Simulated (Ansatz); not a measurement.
# H₂IMgN (SMILES [NH2][Mg][I]): one structure at several levels

The atoms stand at a structure displaced at random from a GFN2-xTB minimum. How far do the functionals agree with CCSD(T) there?

Computed with Ansatz 0.2.0, Gaussian basis. Level: single points in def2-TZVPP.

Correlated methods freeze the cores. Filled d shells of the heavier atoms are correlated. Core potentials replace the inner electrons past krypton, and spin-orbit coupling is left out. The outer core shell of Li, Na, Mg and K is correlated. B3LYP uses VWN-RPA correlation.

## Step 1: The system as given

5 atoms, charge 0, spin multiplicity 1.

Atoms are counted from 1 here; the program's logs count them from 0.

Bond lengths: N1–Mg2 1.886 Å, N1–H4 1.009 Å, N1–H5 1.033 Å, Mg2–I3 2.617 Å. Angles: Mg2–N1–H4 118.1°, Mg2–N1–H5 118.9°, H4–N1–H5 105.7°, N1–Mg2–I3 136.1°.

Coordinates:

```xyz
5

N    -0.7600    0.4989   -0.3474
Mg    0.9271   -0.2536    0.0314
I     1.8639   -2.0425    1.6965
H    -0.8968    1.4800   -0.1558
H    -1.1823    0.3341   -1.2752
```

## Step 2: CCSD(T)/def2-TZVPP

Contents of run/in.yaml:

```yaml
crystal:
  periodic: [false, false, false]
  atoms:
    - {symbol: N, position_ang: [-0.760000, 0.498900, -0.347400]}
    - {symbol: Mg, position_ang: [0.927100, -0.253600, 0.031400]}
    - {symbol: I, position_ang: [1.863900, -2.042500, 1.696500]}
    - {symbol: H, position_ang: [-0.896800, 1.480000, -0.155800]}
    - {symbol: H, position_ang: [-1.182300, 0.334100, -1.275200]}
basis:
  gaussian: {orbitals: def2-TZVPP}
correlation: {method: ccsd_t}
output: {forces: true}
```

The command line of these runs was not kept.

## Step 3: PBE0-D4/def2-TZVPP

Changes to run/in.yaml since step 2:

```diff
@@ -10,3 +10,3 @@
   gaussian: {orbitals: def2-TZVPP}
-correlation: {method: ccsd_t}
-output: {forces: true}
+hamiltonian: {xc: pbe0, dispersion: d4}
+output: {forces: true, orbitals: {seedname: orbitals}}
```

## Step 4: wB97M-V/def2-TZVPP

Changes to run/in.yaml since step 3:

```diff
@@ -10,3 +10,3 @@
   gaussian: {orbitals: def2-TZVPP}
-hamiltonian: {xc: pbe0, dispersion: d4}
-output: {forces: true, orbitals: {seedname: orbitals}}
+hamiltonian: {xc: {name: wB97M-V}}
+output: {forces: true}
```

## Step 5: r2SCAN-D4/def2-TZVPP

Changes to run/in.yaml since step 4:

```diff
@@ -10,3 +10,3 @@
   gaussian: {orbitals: def2-TZVPP}
-hamiltonian: {xc: {name: wB97M-V}}
+hamiltonian: {xc: r2scan, dispersion: d4}
 output: {forces: true}
```

## Step 6: PBE-D4/def2-TZVPP

Changes to run/in.yaml since step 5:

```diff
@@ -10,3 +10,3 @@
   gaussian: {orbitals: def2-TZVPP}
-hamiltonian: {xc: r2scan, dispersion: d4}
+hamiltonian: {xc: pbe, dispersion: d4}
 output: {forces: true}
```

## Step 7: wB97X-V/def2-TZVPP

Changes to run/in.yaml since step 6:

```diff
@@ -10,3 +10,3 @@
   gaussian: {orbitals: def2-TZVPP}
-hamiltonian: {xc: pbe, dispersion: d4}
+hamiltonian: {xc: {name: wB97X-V}}
 output: {forces: true}
```

## Step 8: B3LYP-D4/def2-TZVPP

Changes to run/in.yaml since step 7:

```diff
@@ -10,3 +10,3 @@
   gaussian: {orbitals: def2-TZVPP}
-hamiltonian: {xc: {name: wB97X-V}}
+hamiltonian: {xc: {name: B3LYP}, dispersion: d4}
 output: {forces: true}
```

(Steps that only read results are left out.)

**Question.** What will these runs give? Wanted: energy less free atoms, CCSD(T)/def2-TZVPP; RMS force component; RMS force error; HOMO and LUMO, PBE0-D4; T1 diagnostic.

**Answer**, as computed:

| quantity | value |
| --- | --- |
| energy less free atoms, CCSD(T)/def2-TZVPP | -1251.0 kJ/mol |
| RMS force component | 0.416 to 0.512 eV/Å over the methods |
| RMS force error | PBE0-D4 0.036, wB97M-V 0.050, r2SCAN-D4 0.013, PBE-D4 0.161, wB97X-V 0.052, B3LYP-D4 0.033 eV/Å |
| HOMO and LUMO, PBE0-D4 | -6.88 and -2.13 eV |
| T1 diagnostic | 0.009 |

**Reading.** Against CCSD(T) the functionals' energies less atoms differ by -76.5 to -38.7 kJ/mol, PBE-D4 by -76.5 kJ/mol. A larger basis would deepen the CCSD(T) value, while the functionals are nearly converged already, so the order here is not reliable. For forces r2SCAN-D4 does best and PBE-D4 worst. Frozen-core CCSD(T) forces in triple zeta carry basis errors of their own, and this is one geometry, so small gaps rank nothing.
